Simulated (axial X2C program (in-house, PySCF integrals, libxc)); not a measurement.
**FAsF⁻: bond lengths and stretches, held linear**

An exercise on one series of results from a longer session: the logs are not shown, and one member is left open.

Computed with an in-house X2C program for linear molecules on PySCF integrals. Level: all-electron X2C, two-component (2c) or spin-free, F dyall-av3z, As dyall-v3z.

All values are calculated.

2 further runs of the same task are left out: 2 set aside as unsound or not needed.

The first run:

Input file task.json:

```json
{
 "zs": [
  9,
  33,
  9
 ],
 "q": -1,
 "bas": [
  "dyall-av3z",
  "dyall-v3z",
  "dyall-av3z"
 ],
 "r0": [
  1.85,
  1.85
 ],
 "symm": 1,
 "scan": [
  "PBE0",
  "HF",
  "B3LYP"
 ],
 "levels": [
  "PBE0",
  "HF",
  "PBE"
 ],
 "nst": 2
}
```

Keys: zs atomic numbers; q charge; bas basis sets; r0 starting distance in Å; symm equal bonds; scan levels of the two-bond scan (MP2 follows by itself at each HF point); levels methods; nst determinants followed.

Started as:

```sh
$ python solin.py task.json out
```

Masses F 18.998, As 74.922, F 18.998 u.

Steps of the session up to this table: Scan at PBE0, 2c; Scan at HF, 2c; Scan at B3LYP, 2c.

One table of the session follows, with a row left open; its other results are not shown here.

| level | r(F–As) (Å) | r(As–F) (Å) | lower stretch (cm⁻¹) | upper stretch (cm⁻¹) |
| --- | --- | --- | --- | --- |
| PBE0, 2c | 1.967 | 1.967 | 373.1 | 412.8 |
| HF, 2c | 1.969 | 1.969 | 302.7 | 406.9 |
| B3LYP, 2c | 1.990 | 1.990 | 357.9 | 402.6 |
| MP2, 2c | 1.977 | 1.977 | 370.3 | 410.6 |
| PBE0, spin-free | 1.967 | 1.967 | 373.1 | 412.9 |
| HF, spin-free | 1.968 | 1.968 | 302.6 | 407.0 |
| B3LYP, spin-free | 1.989 | 1.989 | 358.0 | 402.9 |
| MP2, spin-free | ? | ? | ? | ? |

Estimate the missing values for MP2, spin-free.

As computed: r(F–As) (Å): 1.976; r(As–F) (Å): 1.976; lower stretch (cm⁻¹): 370.4; upper stretch (cm⁻¹): 410.8. In the column «r(F–As) (Å)» it lies between HF, 2c (1.969) and MP2, 2c (1.977).

Scans not shown above were run alike.

To keep in mind: For an anion the highest level of a functional can be positive, and the basis then holds the extra electron. The molecule was held linear; bending was not examined, so a bent shape may lie lower.
